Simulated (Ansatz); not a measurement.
# Li+ with N₂: interaction against distance

How does the interaction of this pair fall off with distance, and which methods keep to CCSD(T) along the way?

Program: Ansatz 0.2.0, Gaussian basis. Level of theory: single points in def2-TZVPPD, with counterpoise. These are calculated values, not measurements.

Cores are frozen in the correlated methods. The outer core shell of Li, Na, Mg and K is correlated. B3LYP uses VWN-RPA correlation.

40 further runs of the same task are left out: 40 set aside as unsound or not needed.

## Step 1: The system as given

The relaxed pair: 3 atoms, charge 1, spin multiplicity 1.

Atoms are counted from 1 here; the program's logs count them from 0.

Bond lengths: Li1–N3 2.050 Å, N2–N3 1.088 Å. Angles: Li1–N3–N2 180.0°.

Coordinates:

```xyz
3

Li   -0.1410    0.0312   -1.7232
N     0.1150   -0.0254    1.4036
N     0.0260   -0.0057    0.3195
```

Atoms 1 to 1 are fragment A, the rest fragment B. The contact Li1–N3 is 2.05 Å. Interaction at this geometry, from earlier runs: PBE-D4 -13.89, r2SCAN-D4 -12.08, PBE0-D4 -13.50, B3LYP-D4 -13.96, wB97M-V -12.91, Hartree-Fock -11.85, MP2 -12.41, CCSD -12.43, CCSD(T) -12.48 kcal/mol. Each point needs the pair (ab) and both fragments with ghost atoms (a, b).

## Step 2: B moved by -0.20 Å, wB97M-V/def2-TZVPPD

Contents of ab/in.yaml:

```yaml
crystal:
  periodic: [false, false, false]
  atoms:
    - {symbol: Li, position_ang: [-0.141028, 0.031186, -1.723191]}
    - {symbol: N, position_ang: [0.098322, -0.021742, 1.199340]}
    - {symbol: N, position_ang: [0.009269, -0.002051, 0.115219]}
basis:
  gaussian: {orbitals: "def2-TZVPPD.json"}
total_charge: 1
hamiltonian: {xc: {name: wB97M-V}}
```

Contents of a/in.yaml:

```yaml
crystal:
  periodic: [false, false, false]
  atoms:
    - {symbol: Li, position_ang: [-0.141028, 0.031186, -1.723191]}
basis:
  gaussian:
    orbitals: "def2-TZVPPD.json"
    ghost_atoms:
      - {symbol: N, position_ang: [0.098322, -0.021742, 1.199340]}
      - {symbol: N, position_ang: [0.009269, -0.002051, 0.115219]}
total_charge: 1
hamiltonian: {xc: {name: wB97M-V}}
```

Contents of b/in.yaml:

```yaml
crystal:
  periodic: [false, false, false]
  atoms:
    - {symbol: N, position_ang: [0.098322, -0.021742, 1.199340]}
    - {symbol: N, position_ang: [0.009269, -0.002051, 0.115219]}
basis:
  gaussian:
    orbitals: "def2-TZVPPD.json"
    ghost_atoms:
      - {symbol: Li, position_ang: [-0.141028, 0.031186, -1.723191]}
hamiltonian: {xc: {name: wB97M-V}}
```

The basis file named in the input lies beside it (Basis Set Exchange, JSON).

One command serves all of them, each in its own folder.

Run with:

```bash
$ ansatz run in.yaml --threads 2 --pin off --events-out ev --progress --plain --max-ram 5222MiB
```

ab printed, cut to the lines that bear on the results:

```text
Functional definition: wB97M-V
  name "wB97M-V"
  cite "Mardirossian & Head-Gordon, J. Chem. Phys. 144, 214110 (2016) doi:10.1063/1.4952647"
  cite "Becke, J. Chem. Phys. 107, 8554 (1997) doi:10.1063/1.475007"
  cite "Vydrov & Van Voorhis, J. Chem. Phys. 133, 244103 (2010) doi:10.1063/1.3521275"
  # Of w^i u^j: cxij and so on, Table III.
[...]
  gx(w, u) = 1 - cx + cx01*u + cx10*w
  gss(w, u) = css00 + css04*u^4 + css10*w + css20*w^2 + css43*w^4*u^3
  gos(w, u) = cos00 + cos10*w + (cos20 + cos21*u)*w^2 + (cos60 + cos61*u)*w^6
[...]
      + integral(e_c_pw_mod_opposite_spin*gos(b97_w_opposite, b97_u_opposite)) + vv10(b, c)
514 factors; their error is unknown
156 factors; integrals over basis functions are off by at most 8.7e-5 eV
[...]
mean field -3179.52800834 eV, -116.8454991450 hartree, gradient 3.7e-5 eV, S^2 0.000000; 0 other end points of the search recorded, 0 dependent functions left out
reference -3179.52803845 eV, -116.8455002514 hartree; 8, 8 occupied and 88, 88 virtual orbitals, 514 factors
Total energy: -3179.52803845 eV, -116.8455002514 hartree
```

Log of a, cut to the lines that bear on the results:

```text
[... 5 set-up lines as earlier in the session ...]
  # Of w^i u^j: cxij and so on, Table III.
[...]
  gx(w, u) = 1 - cx + cx01*u + cx10*w
[...]
      + integral(e_c_pw_mod_opposite_spin*gos(b97_w_opposite, b97_u_opposite)) + vv10(b, c)
510 factors; their error is unknown
150 factors; integrals over basis functions are off by at most 8.7e-5 eV
[...]
mean field -197.98725920 eV, -7.2758975749 hartree, gradient 8.6e-7 eV, S^2 0.000000; 0 other end points of the search recorded, 0 dependent functions left out
reference -197.98726513 eV, -7.2758977928 hartree; 1, 1 occupied and 95, 95 virtual orbitals, 510 factors
Total energy: -197.98726513 eV, -7.2758977928 hartree
```

b printed, cut to the lines that bear on the results:

```text
[... 5 set-up lines as earlier in the session ...]
  # Of w^i u^j: cxij and so on, Table III.
[...]
  gx(w, u) = 1 - cx + cx01*u + cx10*w
[...]
      + integral(e_c_pw_mod_opposite_spin*gos(b97_w_opposite, b97_u_opposite)) + vv10(b, c)
464 factors; their error is unknown
128 factors; integrals over basis functions are off by at most 1.4e-4 eV
[...]
mean field -2981.07918601 eV, -109.5526394379 hartree, gradient 1.4e-5 eV, S^2 0.000000; 0 other end points of the search recorded, 0 dependent functions left out
reference -2981.07923041 eV, -109.5526410696 hartree; 7, 7 occupied and 89, 89 virtual orbitals, 464 factors
Total energy: -2981.07923041 eV, -109.5526410696 hartree
```

Wall times: 1.7 s (ab), 1.1 s (a), 1.9 s (b) on 2 threads of Arm Neoverse V2, shared host.

Interaction: -10.64 kcal/mol.

## Step 3: B moved by -0.20 Å, CCSD(T)/def2-TZVPPD

The same edit goes into each in.yaml of step 2 (ab, a, b):

```diff
-hamiltonian: {xc: {name: wB97M-V}}
+correlation: {method: ccsd_t}
```

The same command starts each run, in its folder.

Run with:

```bash
$ ansatz run in.yaml --threads 2 --pin off --events-out ev --progress --plain --max-ram 5222MiB
```

Output in ab, cut to the lines that bear on the results:

```text
Functional definition: HF
  name "HF"
  cite "Fock, Z. Phys. 61, 126 (1930) doi:10.1007/BF01340294"
  parent pbe
[...]
660 factors; integrals over basis functions are off by at most 9.7e-4 eV
[...]
mean field -3163.09737710 eV, -116.2416845839 hartree, gradient 8.7e-7 eV, S^2 0.000000; 0 other end points of the search recorded, 0 dependent functions left out
2 core orbitals not correlated: weight in the atoms' cores, before any rotation towards them, 1.000 or more for the frozen orbitals, at most 0.000 for the correlated occupied ones
reference -3163.09737710 eV, -116.2416845839 hartree; 6, 6 occupied and 88, 88 virtual orbitals, 660 factors
second order -10.93757551 eV of doubles, -0.00000000 eV of singles
cycle   1  -10.60232134 eV  change    3.4e-1 eV  update   8.2e-2
[...]
cycle   9  -11.03907972 eV  change    5.3e-6 eV  update   2.4e-6
perturbative correction -0.49700662 eV, -0.0182646565 hartree
Total energy: -3174.63346344 eV, -116.6656279376 hartree
```

a printed, cut to the lines that bear on the results:

```text
[... 4 set-up lines as earlier in the session ...]
[...]
660 factors; integrals over basis functions are off by at most 9.8e-4 eV
[...]
mean field -196.91185066 eV, -7.2363770399 hartree, gradient 8.6e-6 eV, S^2 0.000000; 0 other end points of the search recorded, 0 dependent functions left out
reference -196.91185066 eV, -7.2363770399 hartree; 1, 1 occupied and 95, 95 virtual orbitals, 660 factors
second order -0.82038436 eV of doubles, -0.00000000 eV of singles
cycle   1  -0.92177545 eV  change   -1.0e-1 eV  update   6.5e-3
[...]
cycle   5  -0.93798822 eV  change   -5.8e-7 eV  update   7.9e-7
perturbative correction 0.00000000 eV, 0.0000000000 hartree
Total energy: -197.84983887 eV, -7.2708474712 hartree
```

b printed, cut to the lines that bear on the results:

```text
[... 4 set-up lines as earlier in the session ...]
[...]
595 factors; integrals over basis functions are off by at most 9.2e-4 eV
[...]
mean field -2965.77341108 eV, -108.9901625838 hartree, gradient 7.7e-7 eV, S^2 0.000000; 0 other end points of the search recorded, 0 dependent functions left out
2 core orbitals not correlated: weight in the atoms' cores, before any rotation towards them, 1.000 or more for the frozen orbitals, at most 0.000 for the correlated occupied ones
reference -2965.77341108 eV, -108.9901625838 hartree; 5, 5 occupied and 89, 89 virtual orbitals, 595 factors
second order -10.10120781 eV of doubles, -0.00000000 eV of singles
cycle   1  -9.66297637 eV  change    4.4e-1 eV  update   8.1e-2
[...]
cycle   9  -10.07966556 eV  change    3.3e-6 eV  update   2.1e-6
perturbative correction -0.49578286 eV, -0.0182196839 hartree
Total energy: -2976.34885950 eV, -109.3788031447 hartree
```

They took 0.95 s (ab), 0.45 s (a), 0.75 s (b) on 2 threads of Arm Neoverse V2, shared host; peak memory 0.28 GiB.

ab − a − b = -10.03 kcal/mol.

## Step 4: B moved by -0.10 Å, wB97M-V/def2-TZVPPD

Contents of ab/in.yaml:

```yaml
crystal:
  periodic: [false, false, false]
  atoms:
    - {symbol: Li, position_ang: [-0.141028, 0.031186, -1.723191]}
    - {symbol: N, position_ang: [0.106681, -0.023591, 1.301473]}
    - {symbol: N, position_ang: [0.017628, -0.003899, 0.217352]}
basis:
  gaussian: {orbitals: "def2-TZVPPD.json"}
total_charge: 1
hamiltonian: {xc: {name: wB97M-V}}
```

Contents of a/in.yaml:

```yaml
crystal:
  periodic: [false, false, false]
  atoms:
    - {symbol: Li, position_ang: [-0.141028, 0.031186, -1.723191]}
basis:
  gaussian:
    orbitals: "def2-TZVPPD.json"
    ghost_atoms:
      - {symbol: N, position_ang: [0.106681, -0.023591, 1.301473]}
      - {symbol: N, position_ang: [0.017628, -0.003899, 0.217352]}
total_charge: 1
hamiltonian: {xc: {name: wB97M-V}}
```

Contents of b/in.yaml:

```yaml
crystal:
  periodic: [false, false, false]
  atoms:
    - {symbol: N, position_ang: [0.106681, -0.023591, 1.301473]}
    - {symbol: N, position_ang: [0.017628, -0.003899, 0.217352]}
basis:
  gaussian:
    orbitals: "def2-TZVPPD.json"
    ghost_atoms:
      - {symbol: Li, position_ang: [-0.141028, 0.031186, -1.723191]}
hamiltonian: {xc: {name: wB97M-V}}
```

The same command starts each run, in its folder.

Run with:

```bash
$ ansatz run in.yaml --threads 2 --pin off --events-out ev --progress --plain --max-ram 5222MiB
```

ab printed, cut to the lines that bear on the results:

```text
[... 5 set-up lines as earlier in the session ...]
  # Of w^i u^j: cxij and so on, Table III.
[...]
  gx(w, u) = 1 - cx + cx01*u + cx10*w
[...]
      + integral(e_c_pw_mod_opposite_spin*gos(b97_w_opposite, b97_u_opposite)) + vv10(b, c)
514 factors; their error is unknown
156 factors; integrals over basis functions are off by at most 8.7e-5 eV
[...]
mean field -3179.60274408 eV, -116.8482456328 hartree, gradient 3.8e-5 eV, S^2 0.000000; 0 other end points of the search recorded, 0 dependent functions left out
reference -3179.60277487 eV, -116.8482467641 hartree; 8, 8 occupied and 88, 88 virtual orbitals, 514 factors
Total energy: -3179.60277487 eV, -116.8482467641 hartree
```

Log of a, cut to the lines that bear on the results:

```text
[... 5 set-up lines as earlier in the session ...]
  # Of w^i u^j: cxij and so on, Table III.
[...]
  gx(w, u) = 1 - cx + cx01*u + cx10*w
[...]
      + integral(e_c_pw_mod_opposite_spin*gos(b97_w_opposite, b97_u_opposite)) + vv10(b, c)
510 factors; their error is unknown
150 factors; integrals over basis functions are off by at most 8.7e-5 eV
[...]
mean field -197.98707866 eV, -7.2758909401 hartree, gradient 9.1e-7 eV, S^2 0.000000; 0 other end points of the search recorded, 0 dependent functions left out
reference -197.98708491 eV, -7.2758911699 hartree; 1, 1 occupied and 95, 95 virtual orbitals, 510 factors
Total energy: -197.98708491 eV, -7.2758911699 hartree
```

Output in b, cut to the lines that bear on the results:

```text
[... 5 set-up lines as earlier in the session ...]
  # Of w^i u^j: cxij and so on, Table III.
[...]
  gx(w, u) = 1 - cx + cx01*u + cx10*w
[...]
      + integral(e_c_pw_mod_opposite_spin*gos(b97_w_opposite, b97_u_opposite)) + vv10(b, c)
464 factors; their error is unknown
128 factors; integrals over basis functions are off by at most 1.5e-4 eV
[...]
mean field -2981.07904730 eV, -109.5526343403 hartree, gradient 1.4e-5 eV, S^2 0.000000; 0 other end points of the search recorded, 0 dependent functions left out
reference -2981.07909145 eV, -109.5526359629 hartree; 7, 7 occupied and 89, 89 virtual orbitals, 464 factors
Total energy: -2981.07909145 eV, -109.5526359629 hartree
```

Wall times: 1.8 s (ab), 1.6 s (a), 2 s (b) on 2 threads of Arm Neoverse V2, shared host.

This point gives -12.37 kcal/mol.

## Step 5: B moved by -0.10 Å, CCSD(T)/def2-TZVPPD

The same edit goes into each in.yaml of step 4 (ab, a, b):

```diff
-hamiltonian: {xc: {name: wB97M-V}}
+correlation: {method: ccsd_t}
```

One command serves all of them, each in its own folder.

Run with:

```bash
$ ansatz run in.yaml --threads 2 --pin off --events-out ev --progress --plain --max-ram 5222MiB
```

ab printed, cut to the lines that bear on the results:

```text
[... 4 set-up lines as earlier in the session ...]
[...]
660 factors; integrals over basis functions are off by at most 9.5e-4 eV
[...]
mean field -3163.17474426 eV, -116.2445277749 hartree, gradient 9.2e-7 eV, S^2 0.000000; 0 other end points of the search recorded, 0 dependent functions left out
2 core orbitals not correlated: weight in the atoms' cores, before any rotation towards them, 1.000 or more for the frozen orbitals, at most 0.000 for the correlated occupied ones
reference -3163.17474426 eV, -116.2445277749 hartree; 6, 6 occupied and 88, 88 virtual orbitals, 660 factors
second order -10.94037341 eV of doubles, -0.00000000 eV of singles
cycle   1  -10.60163663 eV  change    3.4e-1 eV  update   8.2e-2
[...]
cycle   9  -11.03927952 eV  change    4.8e-6 eV  update   2.6e-6
perturbative correction -0.49759151 eV, -0.0182861508 hartree
Total energy: -3174.71161530 eV, -116.6684999653 hartree
```

Log of a, cut to the lines that bear on the results:

```text
[... 4 set-up lines as earlier in the session ...]
[...]
660 factors; integrals over basis functions are off by at most 9.6e-4 eV
[...]
mean field -196.91183880 eV, -7.2363766043 hartree, gradient 6.7e-7 eV, S^2 0.000000; 0 other end points of the search recorded, 0 dependent functions left out
reference -196.91183880 eV, -7.2363766043 hartree; 1, 1 occupied and 95, 95 virtual orbitals, 660 factors
second order -0.81961381 eV of doubles, -0.00000000 eV of singles
cycle   1  -0.92082877 eV  change   -1.0e-1 eV  update   6.5e-3
[...]
cycle   5  -0.93699017 eV  change   -5.5e-7 eV  update   7.8e-7
perturbative correction 0.00000000 eV, 0.0000000000 hartree
Total energy: -197.84882897 eV, -7.2708103578 hartree
```

b printed, cut to the lines that bear on the results:

```text
[... 4 set-up lines as earlier in the session ...]
[...]
595 factors; integrals over basis functions are off by at most 1.0e-3 eV
[...]
mean field -2965.77329742 eV, -108.9901584069 hartree, gradient 7.8e-7 eV, S^2 0.000000; 0 other end points of the search recorded, 0 dependent functions left out
2 core orbitals not correlated: weight in the atoms' cores, before any rotation towards them, 1.000 or more for the frozen orbitals, at most 0.000 for the correlated occupied ones
reference -2965.77329742 eV, -108.9901584069 hartree; 5, 5 occupied and 89, 89 virtual orbitals, 595 factors
second order -10.10050003 eV of doubles, -0.00000000 eV of singles
cycle   1  -9.66239367 eV  change    4.4e-1 eV  update   8.1e-2
[...]
cycle   9  -10.07908201 eV  change    3.2e-6 eV  update   2.1e-6
perturbative correction -0.49571628 eV, -0.0182172372 hartree
Total energy: -2976.34809570 eV, -109.3787750759 hartree
```

They took 0.95 s (ab), 0.45 s (a), 0.75 s (b) on 2 threads of Arm Neoverse V2, shared host; peak memory 0.28 GiB.

This point gives -11.87 kcal/mol.

## Step 6: B moved by +0.10 Å, wB97M-V/def2-TZVPPD

Contents of ab/in.yaml:

```yaml
crystal:
  periodic: [false, false, false]
  atoms:
    - {symbol: Li, position_ang: [-0.141028, 0.031186, -1.723191]}
    - {symbol: N, position_ang: [0.123399, -0.027287, 1.505740]}
    - {symbol: N, position_ang: [0.034346, -0.007596, 0.421618]}
basis:
  gaussian: {orbitals: "def2-TZVPPD.json"}
total_charge: 1
hamiltonian: {xc: {name: wB97M-V}}
```

Contents of a/in.yaml:

```yaml
crystal:
  periodic: [false, false, false]
  atoms:
    - {symbol: Li, position_ang: [-0.141028, 0.031186, -1.723191]}
basis:
  gaussian:
    orbitals: "def2-TZVPPD.json"
    ghost_atoms:
      - {symbol: N, position_ang: [0.123399, -0.027287, 1.505740]}
      - {symbol: N, position_ang: [0.034346, -0.007596, 0.421618]}
total_charge: 1
hamiltonian: {xc: {name: wB97M-V}}
```

Contents of b/in.yaml:

```yaml
crystal:
  periodic: [false, false, false]
  atoms:
    - {symbol: N, position_ang: [0.123399, -0.027287, 1.505740]}
    - {symbol: N, position_ang: [0.034346, -0.007596, 0.421618]}
basis:
  gaussian:
    orbitals: "def2-TZVPPD.json"
    ghost_atoms:
      - {symbol: Li, position_ang: [-0.141028, 0.031186, -1.723191]}
hamiltonian: {xc: {name: wB97M-V}}
```

One command serves all of them, each in its own folder.

Run with:

```bash
$ ansatz run in.yaml --threads 2 --pin off --events-out ev --progress --plain --max-ram 5222MiB
```

ab printed, cut to the lines that bear on the results:

```text
[... 5 set-up lines as earlier in the session ...]
  # Of w^i u^j: cxij and so on, Table III.
[...]
  gx(w, u) = 1 - cx + cx01*u + cx10*w
[...]
      + integral(e_c_pw_mod_opposite_spin*gos(b97_w_opposite, b97_u_opposite)) + vv10(b, c)
514 factors; their error is unknown
156 factors; integrals over basis functions are off by at most 8.7e-5 eV
[...]
mean field -3179.61669781 eV, -116.8487584228 hartree, gradient 4.2e-5 eV, S^2 0.000000; 0 other end points of the search recorded, 0 dependent functions left out
reference -3179.61672982 eV, -116.8487595991 hartree; 8, 8 occupied and 88, 88 virtual orbitals, 514 factors
Total energy: -3179.61672982 eV, -116.8487595991 hartree
```

Output in a, cut to the lines that bear on the results:

```text
[... 5 set-up lines as earlier in the session ...]
  # Of w^i u^j: cxij and so on, Table III.
[...]
  gx(w, u) = 1 - cx + cx01*u + cx10*w
[...]
      + integral(e_c_pw_mod_opposite_spin*gos(b97_w_opposite, b97_u_opposite)) + vv10(b, c)
510 factors; their error is unknown
150 factors; integrals over basis functions are off by at most 8.8e-5 eV
[...]
mean field -197.98676842 eV, -7.2758795393 hartree, gradient 7.6e-7 eV, S^2 0.000000; 0 other end points of the search recorded, 0 dependent functions left out
reference -197.98677531 eV, -7.2758797922 hartree; 1, 1 occupied and 95, 95 virtual orbitals, 510 factors
Total energy: -197.98677531 eV, -7.2758797922 hartree
```

Log of b, cut to the lines that bear on the results:

```text
[... 5 set-up lines as earlier in the session ...]
  # Of w^i u^j: cxij and so on, Table III.
[...]
  gx(w, u) = 1 - cx + cx01*u + cx10*w
[...]
      + integral(e_c_pw_mod_opposite_spin*gos(b97_w_opposite, b97_u_opposite)) + vv10(b, c)
464 factors; their error is unknown
128 factors; integrals over basis functions are off by at most 1.8e-4 eV
[...]
mean field -2981.07883387 eV, -109.5526264970 hartree, gradient 1.4e-5 eV, S^2 0.000000; 0 other end points of the search recorded, 0 dependent functions left out
reference -2981.07887727 eV, -109.5526280919 hartree; 7, 7 occupied and 89, 89 virtual orbitals, 464 factors
Total energy: -2981.07887727 eV, -109.5526280919 hartree
```

They took 1.6 s (ab), 1.1 s (a), 1.9 s (b) on 2 threads of Arm Neoverse V2, shared host.

ab − a − b = -12.71 kcal/mol.

## Step 7: B moved by +0.10 Å, CCSD(T)/def2-TZVPPD

The same edit goes into each in.yaml of step 6 (ab, a, b):

```diff
-hamiltonian: {xc: {name: wB97M-V}}
+correlation: {method: ccsd_t}
```

Each run has its own folder and the same command.

Run with:

```bash
$ ansatz run in.yaml --threads 2 --pin off --events-out ev --progress --plain --max-ram 5222MiB
```

ab printed, cut to the lines that bear on the results:

```text
[... 4 set-up lines as earlier in the session ...]
[...]
660 factors; integrals over basis functions are off by at most 9.0e-4 eV
[...]
mean field -3163.19116845 eV, -116.2451313527 hartree, gradient 1.7e-6 eV, S^2 0.000000; 0 other end points of the search recorded, 0 dependent functions left out
2 core orbitals not correlated: weight in the atoms' cores, before any rotation towards them, 1.000 or more for the frozen orbitals, at most 0.000 for the correlated occupied ones
reference -3163.19116845 eV, -116.2451313527 hartree; 6, 6 occupied and 88, 88 virtual orbitals, 660 factors
second order -10.94536257 eV of doubles, -0.00000000 eV of singles
cycle   1  -10.60090812 eV  change    3.4e-1 eV  update   8.2e-2
[...]
cycle   9  -11.03987451 eV  change    3.3e-6 eV  update   3.0e-6
perturbative correction -0.49859520 eV, -0.0183230356 hartree
Total energy: -3174.72963816 eV, -116.6691622934 hartree
```

a printed, cut to the lines that bear on the results:

```text
[... 4 set-up lines as earlier in the session ...]
[...]
660 factors; integrals over basis functions are off by at most 9.0e-4 eV
[...]
mean field -196.91181679 eV, -7.2363757954 hartree, gradient 8.2e-7 eV, S^2 0.000000; 0 other end points of the search recorded, 0 dependent functions left out
reference -196.91181679 eV, -7.2363757954 hartree; 1, 1 occupied and 95, 95 virtual orbitals, 660 factors
second order -0.81820201 eV of doubles, -0.00000000 eV of singles
cycle   1  -0.91909198 eV  change   -1.0e-1 eV  update   6.5e-3
[...]
cycle   5  -0.93516198 eV  change   -5.8e-7 eV  update   7.6e-7
perturbative correction -0.00000000 eV, -0.0000000000 hartree
Total energy: -197.84697877 eV, -7.2707423642 hartree
```

b printed, cut to the lines that bear on the results:

```text
[... 4 set-up lines as earlier in the session ...]
[...]
595 factors; integrals over basis functions are off by at most 1.2e-3 eV
[...]
mean field -2965.77307911 eV, -108.9901503841 hartree, gradient 7.7e-7 eV, S^2 0.000000; 0 other end points of the search recorded, 0 dependent functions left out
2 core orbitals not correlated: weight in the atoms' cores, before any rotation towards them, 1.000 or more for the frozen orbitals, at most 0.000 for the correlated occupied ones
reference -2965.77307911 eV, -108.9901503841 hartree; 5, 5 occupied and 89, 89 virtual orbitals, 595 factors
second order -10.09967027 eV of doubles, -0.00000000 eV of singles
cycle   1  -9.66172890 eV  change    4.4e-1 eV  update   8.1e-2
[...]
cycle   9  -10.07840777 eV  change    3.4e-6 eV  update   2.1e-6
perturbative correction -0.49563003 eV, -0.0182140678 hartree
Total energy: -2976.34711691 eV, -109.3787391061 hartree
```

Times: 0.9 s (ab), 0.45 s (a), 0.75 s (b) on 2 threads of Arm Neoverse V2, shared host; peak memory 0.28 GiB.

This point gives -12.35 kcal/mol.

(Part 1 of 3 ends here.)
